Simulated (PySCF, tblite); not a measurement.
**C₃H₁₀GeS: geometry, infrared bands and NMR shifts**

Wanted: the infrared bands and NMR shifts of C₃H₁₀GeS (`CC[S][GeH2][CH3]`), by calculation.

Computed with tblite 0.8.0 and PySCF 2.14.0, with density-fitted response routines of our own, on a single molecule in the gas phase. Atoms are numbered from 0 throughout.

## 1. The molecule as given

15 atoms, charge 0, multiplicity 1; geometry from: force field or distance geometry start.

Bonds of the start (Å): C0–C1 1.53, C1–S2 1.83, S2–Ge3 2.20, Ge3–C4 1.93, C0–H5 1.10, C0–H6 1.11, C0–H7 1.10, C1–H8 1.09, C1–H9 1.11, Ge3–H10 1.54, Ge3–H11 1.56, C4–H12 1.11, C4–H13 1.11, C4–H14 1.13.

## 2. Relaxing the molecule with GFN2-xTB

What the job is given:

```
{"job": {"kind": "relax", "xc": "GFN2-xTB", "basis": "xTB"}, "charge": 0, "multiplicity": 1}
C     -2.233600    -0.390800     0.273700
C     -1.633100     0.827800    -0.426500
S     -0.521100     0.120200    -1.694800
Ge     1.175900    -0.768600    -0.610700
C      2.605200     0.492200    -0.291400
H     -2.898400    -0.121100     1.113900
H     -2.853500    -0.882900    -0.503800
H     -1.410200    -1.062000     0.558800
H     -2.386400     1.419100    -0.954800
H     -1.060900     1.457000     0.284300
H      1.746200    -1.930100    -1.448600
H      0.765000    -1.332900     0.783700
H      3.253100     0.062300     0.502700
H      3.230100     0.638100    -1.202700
H      2.217200     1.479800     0.088600
```

The run is started by

```bash
$ OMP_NUM_THREADS=1 python probes_run.py task.json out
```

One launch serves the whole session: the jobs run in the order shown.

Standard output:

```text
step      E/eV     max force
  0    -454.30746    1.375
  1    -454.40973    0.733
  2    -454.45505    0.461
  3    -454.47268    0.394
  4    -454.50020    0.350
  5    -454.51338    0.335
  6    -454.52805    0.404
  7    -454.53872    0.328
  8    -454.54878    0.307
  9    -454.55688    0.291
 10    -454.56230    0.159
 11    -454.56545    0.133
 12    -454.56794    0.166
 13    -454.57043    0.171
 14    -454.57280    0.132
 15    -454.57455    0.096
 16    -454.57578    0.100
 17    -454.57701    0.129
 18    -454.57858    0.143
 19    -454.58041    0.119
 20    -454.58219    0.105
 21    -454.58374    0.080
 22    -454.58518    0.116
 23    -454.58681    0.139
 24    -454.58859    0.119
 25    -454.59005    0.077
 26    -454.59117    0.074
 27    -454.59219    0.096
 28    -454.59329    0.107
 29    -454.59451    0.097
 30    -454.59564    0.082
 31    -454.59645    0.081
 32    -454.59700    0.076
 33    -454.59744    0.055
 34    -454.59785    0.071
 35    -454.59829    0.063
 36    -454.59873    0.064
 37    -454.59923    0.080
 38    -454.59985    0.082
 39    -454.60065    0.079
 40    -454.60163    0.084
 41    -454.60266    0.090
 42    -454.60362    0.080
 43    -454.60444    0.082
 44    -454.60522    0.079
 45    -454.60597    0.070
 46    -454.60661    0.065
 47    -454.60712    0.057
 48    -454.60748    0.054
 49    -454.60778    0.057
 50    -454.60811    0.052
 51    -454.60840    0.030
 52    -454.60862    0.032
 53    -454.60878    0.035
 54    -454.60892    0.034
 55    -454.60910    0.031
 56    -454.60930    0.042
 57    -454.60949    0.037
 58    -454.60966    0.029
 59    -454.60983    0.032
 60    -454.61002    0.033
 61    -454.61021    0.036
 62    -454.61040    0.032
 63    -454.61062    0.036
 64    -454.61086    0.040
 65    -454.61113    0.045
 66    -454.61142    0.044
 67    -454.61173    0.041
 68    -454.61205    0.047
 69    -454.61236    0.051
 70    -454.61263    0.043
 71    -454.61282    0.032
 72    -454.61295    0.026
 73    -454.61303    0.018
 74    -454.61308    0.019
 75    -454.61311    0.012
 76    -454.61313    0.013
 77    -454.61316    0.013
 78    -454.61318    0.011
 79    -454.61321    0.010
 80    -454.61322    0.009
```

It took 0.4 s on 1 thread of Arm Neoverse V2, shared host; peak memory 0.18 GiB.

Step by step: (not every step is listed)

| step | energy from step 0 (eV) | largest force (eV/Å) |
| --- | --- | --- |
| 0 | 0.0000 | 1.3751 |
| 1 | -0.1023 | 0.7327 |
| 2 | -0.1476 | 0.4612 |
| 3 | -0.1652 | 0.3940 |
| 4 | -0.1927 | 0.3503 |
| 5 | -0.2059 | 0.3345 |
| 6 | -0.2206 | 0.4043 |
| 7 | -0.2313 | 0.3276 |
| 8 | -0.2413 | 0.3073 |
| 14 | -0.2653 | 0.1321 |
| 20 | -0.2747 | 0.1050 |
| 26 | -0.2837 | 0.0736 |
| 32 | -0.2895 | 0.0765 |
| 38 | -0.2924 | 0.0825 |
| 44 | -0.2978 | 0.0789 |
| 50 | -0.3007 | 0.0523 |
| 56 | -0.3018 | 0.0421 |
| 62 | -0.3029 | 0.0320 |
| 68 | -0.3046 | 0.0474 |
| 74 | -0.3056 | 0.0193 |
| 75 | -0.3057 | 0.0124 |
| 76 | -0.3057 | 0.0128 |
| 77 | -0.3057 | 0.0130 |
| 78 | -0.3057 | 0.0108 |
| 79 | -0.3057 | 0.0105 |
| 80 | -0.3058 | 0.0090 |

Close pairs (by a distance rule), those that changed most:

| bond | before (Å) | after (Å) | change (Å) |
| --- | --- | --- | --- |
| Ge3–C4 | 1.932 | 1.977 | +0.045 |
| Ge3–H11 | 1.559 | 1.516 | -0.043 |
| C4–H14 | 1.127 | 1.088 | -0.039 |
| Ge3–H10 | 1.542 | 1.506 | -0.036 |
| C4–H13 | 1.115 | 1.087 | -0.027 |
| C4–H12 | 1.111 | 1.085 | -0.026 |
| C0–H6 | 1.109 | 1.087 | -0.022 |
| C1–H9 | 1.108 | 1.090 | -0.018 |

The next job starts from the end point, and lists it.

## 3. Harmonic vibrations with GFN2-xTB

What the job is given:

```
{"job": {"kind": "ir", "xc": "GFN2-xTB", "basis": "xTB"}, "charge": 0, "multiplicity": 1}
C     -2.394191    -0.343986     0.240419
C     -1.458967     0.661912    -0.397902
S     -0.478007    -0.099042    -1.753439
Ge     1.262536    -0.839540    -0.600267
C      2.583627     0.599693    -0.295964
H     -2.984917     0.136039     1.018560
H     -3.066228    -0.756077    -0.508292
H     -1.830214    -1.163345     0.684682
H     -2.016698     1.468965    -0.870447
H     -0.770688     1.087061     0.333326
H      1.858640    -1.983920    -1.376001
H      0.777536    -1.396339     0.723633
H      3.424984     0.233452     0.283847
H      2.954112     0.969804    -1.248740
H      2.134060     1.433312     0.239015
```

Standard output:

```text
mode    cm-1     km/mol
  1      -6.6      1.14
  2      76.0      0.78
  3     106.7      0.26
  4     130.2      2.01
  5     158.2      1.67
  6     231.6      0.42
  7     311.7      2.47
  8     371.8     34.58
  9     398.4     28.34
 10     571.5     37.46
 11     593.7     12.47
 12     639.3    236.49
 13     667.2      2.12
 14     786.9    323.91
 15     787.9      8.89
 16     813.2     87.63
 17     820.3    122.30
 18    1013.9      6.22
 19    1027.4      1.48
 20    1081.0      1.62
 21    1226.3      0.35
 22    1253.1     23.19
 23    1319.5      6.06
 24    1404.5      7.86
 25    1448.9      0.36
 26    1452.5      0.07
 27    1453.5      0.80
 28    1482.4      5.48
 29    1491.4      1.87
 30    1869.0    305.17
 31    1976.4    455.67
 32    2961.2     15.24
 33    2999.7      2.16
 34    3006.3     22.38
 35    3014.9     19.42
 36    3015.4     29.11
 37    3020.8     31.92
 38    3031.6     19.36
 39    3045.6     15.21
```

Wall time 0.37 s (1 thread of Arm Neoverse V2, shared host); peak memory 0.18 GiB.

Which atoms move in the most intense modes:

| cm⁻¹ | km/mol | atoms |
| --- | --- | --- |
| 372 | 34.6 | S2 27 %, H10 24 %, H11 22 %, Ge3 15 % |
| 572 | 37.5 | C4 68 %, Ge3 16 % |
| 639 | 236.5 | H11 50 %, H10 28 % |
| 787 | 323.9 | H12 32 %, H11 16 %, H10 15 %, H14 13 % |
| 813 | 87.6 | H14 26 %, H13 23 %, H10 21 %, C4 14 % |
| 820 | 122.3 | H11 43 %, H10 29 % |
| 1869 | 305.2 | H11 86 %, H10 13 % |
| 1976 | 455.7 | H10 86 %, H11 13 % |

## 4. NMR shieldings: PBE0/pcSseg-1

Same as in step 3 but for these lines:

```diff
@@ -1,2 +1,2 @@
-{"job": {"kind": "ir", "xc": "GFN2-xTB", "basis": "xTB"}, "charge": 0, "multiplicity": 1}
+{"job": {"kind": "nmr", "xc": "PBE0", "basis": "pcSseg-1"}, "charge": 0, "multiplicity": 1}
 C     -2.394191    -0.343986     0.240419
```

Method: GIAO PBE0/pcSseg-1 NMR shielding, non-relativistic, gas phase.

Standard output:

```text
coarse grid: 53992 points
cycle   1  E = -2594.6699334179  dE = -4.885e-01  |g| = 9.255e-01  |ddm| = 3.393e+00
cycle   2  E = -2594.6369819236  dE =  3.295e-02  |g| = 9.737e-01  |ddm| = 1.110e+00
cycle   3  E = -2594.7494150129  dE = -1.124e-01  |g| = 8.573e-02  |ddm| = 6.924e-01
cycle   4  E = -2594.7506259237  dE = -1.211e-03  |g| = 2.507e-02  |ddm| = 1.080e-01
cycle   5  E = -2594.7508078038  dE = -1.819e-04  |g| = 5.285e-03  |ddm| = 3.254e-02
cycle   6  E = -2594.7508139798  dE = -6.176e-06  |g| = 1.587e-03  |ddm| = 4.868e-03
final grid: 112128 points
cycle   7  E = -2594.7508653244  dE =  2.674e-07  |g| = 1.940e-03  |ddm| = 3.496e-03
cycle   8  E = -2594.7508645978  dE =  7.266e-07  |g| = 2.590e-03  |ddm| = 3.973e-03
cycle   9  E = -2594.7508663042  dE = -1.706e-06  |g| = 1.635e-04  |ddm| = 2.289e-03
cycle  10  E = -2594.7508663109  dE = -6.650e-09  |g| = 2.381e-05  |ddm| = 2.093e-04
cycle  11  E = -2594.7508663110  dE = -1.237e-10  |g| = 3.489e-06  |ddm| = 2.054e-05
converged SCF energy = -2594.7508663110

GIAO shielding tensors (ppm)
atom      isotropic    diamagn.    paramagn.     s11        s22        s33       span
  0 C      166.479     247.524     -81.045    145.936    165.947    187.554     41.618
  1 C      157.945     250.685     -92.741    141.530    156.589    175.714     34.184
  2 S      633.983    1058.619    -424.636    483.454    580.887    837.608    354.155
  3 Ge    1409.104    2757.480   -1348.376   1252.636   1428.146   1546.529    293.893
  4 C      187.170     251.253     -64.083    172.355    191.369    197.785     25.431
  5 H       30.444      28.806       1.638     25.299     26.990     39.043     13.744
  6 H       30.424      29.207       1.218     26.267     28.415     36.591     10.324
  7 H       30.307      30.686      -0.380     25.149     31.283     34.488      9.340
  8 H       29.113      30.820      -1.707     22.496     27.827     37.016     14.520
  9 H       29.424      33.397      -3.973     22.903     30.341     35.028     12.126
 10 H       27.081      29.416      -2.335     19.671     22.242     39.328     19.657
 11 H       26.966      30.602      -3.636     19.608     23.665     37.625     18.017
 12 H       31.484      28.825       2.659     25.963     27.738     40.751     14.788
 13 H       31.152      28.997       2.155     26.233     28.286     38.937     12.703
 14 H       31.015      31.717      -0.703     25.651     29.648     37.746     12.095
```

It took 20 s on 1 thread of Arm Neoverse V2, shared host; peak memory 0.77 GiB.

Shifts follow as δ = σ(reference) − σ, with reference shieldings (ppm) from runs at the same level and on the same kind of geometry: 1H TMS 31.72, 13C TMS 186.9, 33S CS2 504, 73Ge GeMe4 1331. The references are single molecules in the gas phase. Atoms listed in one row are averaged.

| atoms | environment | σ (ppm) | δ (ppm) |
| --- | --- | --- | --- |
| C1 | sp3 CH2 bonded to S | 157.9 | 29.0 |
| C0 | methyl carbon | 166.5 | 20.4 |
| C4 | methyl carbon bonded to Ge | 187.2 | -0.2 |
| H10, H11 | hydrogen on a germanium bonded to C, S | 27.02 | 4.69 |
| H8, H9 | hydrogen on an sp3 CH2 bonded to S | 29.27 | 2.45 |
| H5, H6, H7 | hydrogen on a methyl carbon | 30.39 | 1.33 |
| H12, H13, H14 | hydrogen on a methyl carbon bonded to Ge | 31.22 | 0.50 |
| S2 | sulfur bonded to C, Ge | 634 | -130 |
| Ge3 | germanium bonded to C, S, 2 H | 1409 | -78 |

The run also stored atomic charges by several schemes (e):

| atoms | Mulliken | IAO | Hirshfeld | ESP fit |
| --- | --- | --- | --- | --- |
| C0 | -0.25 | -0.42 | -0.12 | -0.17 |
| C1 | -0.37 | -0.31 | -0.06 | 0.02 |
| S2 | -0.22 | -0.19 | -0.11 | -0.35 |
| Ge3 | 0.28 | 0.58 | 0.32 | 0.44 |
| C4 | -0.54 | -0.68 | -0.20 | -0.52 |

Mayer bond orders: C0–C1 1.02, C1–S2 0.99, S2–Ge3 1.01, Ge3–C4 0.99.

## 5. Results

| quantity | value |
| --- | --- |
| strongest single infrared mode (GFN2-xTB) | 1976 cm⁻¹, 456 km/mol |
| zero-point energy (GFN2-xTB) | 73.0 kcal/mol |
| 13C shifts against TMS (PBE0/pcSseg-1) | 29.0, 20.4, -0.2 ppm |
| 1H shifts against TMS (PBE0/pcSseg-1, means over atoms taken as alike) | 4.69, 2.45, 1.33, 0.50 ppm |
| 33S shifts against CS2 (PBE0/pcSseg-1) | -130 ppm |
| 73Ge shifts against GeMe4 (PBE0/pcSseg-1) | -78 ppm |

Relaxing lowered the energy by 0.306 eV in 80 steps; the close pair that moved most is Ge3–C4, from 1.932 to 1.977 Å. The lowest mode is slightly imaginary (7i cm⁻¹), a soft motion within the noise of the Hessian, so the minimum is not strictly shown. The strongest single mode, at 1976 cm⁻¹, moves mainly H10. GFN2-xTB is a fitted tight-binding method: band positions and strengths are rough. Its intensities can rank the bands wrongly. At PBE0/pcSseg-1: The largest span, 354 ppm, is at S2, where the paramagnetic term is -425 ppm. Spin-orbit coupling is left out, which matters for shieldings and couplings at and beside the heavy atoms.
